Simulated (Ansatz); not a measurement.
Crystal: GaF.

```
CELL_PARAMETERS angstrom
3.16592 0.00000 0.00000
0.00000 3.16592 0.00000
0.00000 0.00000 3.16592
ATOMIC_POSITIONS crystal
Ga 0.00000 0.00000 0.00000
F 0.50000 0.50000 0.50000
```

The cell was built by a generator and needn't be a form met in nature.

Base run:

```yaml
Program: Ansatz 0.2.0
Functional: PBE
Potentials_or_basis: Ansatz PAW
Cutoff: 420 eV
Density_cutoff: 1680 eV
k_mesh: 8 × 8 × 8
Occupations: fermi-dirac, width 0.05 eV
Spin: no spin polarisation
```

Its results: band gap on the k mesh 0.34 eV, indirect (least direct gap 1.13 eV).

**Question.** The run is repeated on the same cell with these changes: functional from PBE to B3LYP; k mesh from 8 × 8 × 8 to 4 × 4 × 4. What comes out?

**Answer.** Band gap on the k mesh 1.65 eV, indirect (least direct gap 2.76 eV).

Several settings changed at once, so the effect can't be laid on one alone.

Caveats: some runs use coarse meshes.

Not every run made on this cell is shown here.
